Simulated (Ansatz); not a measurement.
Geometry optimisation, DFT PBE, scalar-relativistic, plane waves, PAW (Ansatz).

input.yaml

```yaml
crystal:
  lattice:
    - [0.0, 5.43, 5.43]
    - [5.43, 0.0, 5.43]
    - [5.43, 5.43, 0.0]
  atoms:
    - { symbol: Si, position: [0.0, 0.0, 0.0] }
    - { symbol: Si, position: [0.125, 0.125, 0.125] }
    - { symbol: Si, position: [0.0, 0.0, 0.5] }
    - { symbol: Si, position: [0.125, 0.125, 0.625] }
    - { symbol: Si, position: [0.0, 0.5, 0.0] }
    - { symbol: Si, position: [0.125, 0.625, 0.125] }
    - { symbol: Si, position: [0.0, 0.5, 0.5] }
    - { symbol: Si, position: [0.125, 0.625, 0.625] }
    - { symbol: Si, position: [0.5, 0.0, 0.0] }
    - { symbol: Si, position: [0.625, 0.125, 0.125] }
    - { symbol: Si, position: [0.5, 0.0, 0.5] }
    - { symbol: Si, position: [0.625, 0.125, 0.625] }
    - { symbol: Si, position: [0.5, 0.5, 0.0] }
    - { symbol: Si, position: [0.625, 0.625, 0.125] }
    - { symbol: Si, position: [0.5, 0.5, 0.5] }
    - { symbol: Si, position: [0.625, 0.625, 0.625] }
    - { symbol: Cu, position: [0.81578613, 0.80793943, 0.31848679], spin: 1.0 }
magnetization:
  spin_polarized: true
basis:
  ecutwfc: 420.0
kpoints:
  mp_grid: { grid: [2, 2, 2] }
hamiltonian:
  xc: pbe
  pseudopotentials: { kind: paw, azcp: { folder: soft_1 } }
scf:
  occupations: { method: fermi_dirac, width: 0.05 }
  lower_state_search: "off"
relax:
  f_tol: 0.03
  max_steps: 60
  adjacent_minimum: "off"
```

Launched with:

```bash
$ ansatz run input.yaml --threads 2 --pin off --max-ram 5120MiB --backend cpu --events-out ev --progress --plain --runs-dir out
```

**Question.** Where does it end, and by what steps?

**Answer.** The run converged. The force dipped under the threshold on the way, but the program's further checks kept it going. Limits of this set-up: coarse k mesh. After 6 steps the energy has fallen by 0.509 eV; Cu17 moved furthest, 0.48 Å. Joined: Si3–Cu17 (3.50 → 2.76 Å).

```json
{"step": "0", "energy less start (eV)": "0.0000", "largest force component (eV/Å)": "1.868", "accepted": "yes"}
{"step": "1", "energy less start (eV)": "-0.3696", "largest force component (eV/Å)": "0.800", "accepted": "yes"}
{"step": "2", "energy less start (eV)": "-0.4902", "largest force component (eV/Å)": "0.091", "accepted": "yes"}
{"step": "3", "energy less start (eV)": "-0.4980", "largest force component (eV/Å)": "0.093", "accepted": "yes"}
{"step": "4", "energy less start (eV)": "-0.5062", "largest force component (eV/Å)": "0.023", "accepted": "yes"}
{"step": "5", "energy less start (eV)": "-0.5072", "largest force component (eV/Å)": "0.069", "accepted": "yes"}
{"step": "6", "energy less start (eV)": "-0.5094", "largest force component (eV/Å)": "0.006", "accepted": "yes"}
```

```xyz
17
Lattice="0.0000 5.4300 5.4300 5.4300 0.0000 5.4300 5.4300 5.4300 0.0000" Properties=species:S:1:pos:R:3
Si -0.079 -0.076 0.069
Si 1.297 1.299 1.375
Si 2.565 2.567 -0.151
Si 3.923 3.925 1.207
Si 2.714 0.025 2.737
Si 4.035 1.389 4.101
Si 5.351 2.788 2.635
Si 6.727 4.093 4.011
Si 0.022 2.716 2.737
Si 1.387 4.037 4.101
Si 2.785 5.354 2.635
Si 4.091 6.729 4.011
Si 2.788 2.791 5.502
Si 4.139 4.141 6.853
Si 5.453 5.455 5.428
Si 6.817 6.819 6.749
Cu 6.403 6.406 9.117
```

Whether the end is a true minimum wasn't checked by a vibrational analysis.

Run time: 64 s on 2 threads of Arm Neoverse V2, on a shared host, peak memory 0.74 GiB.
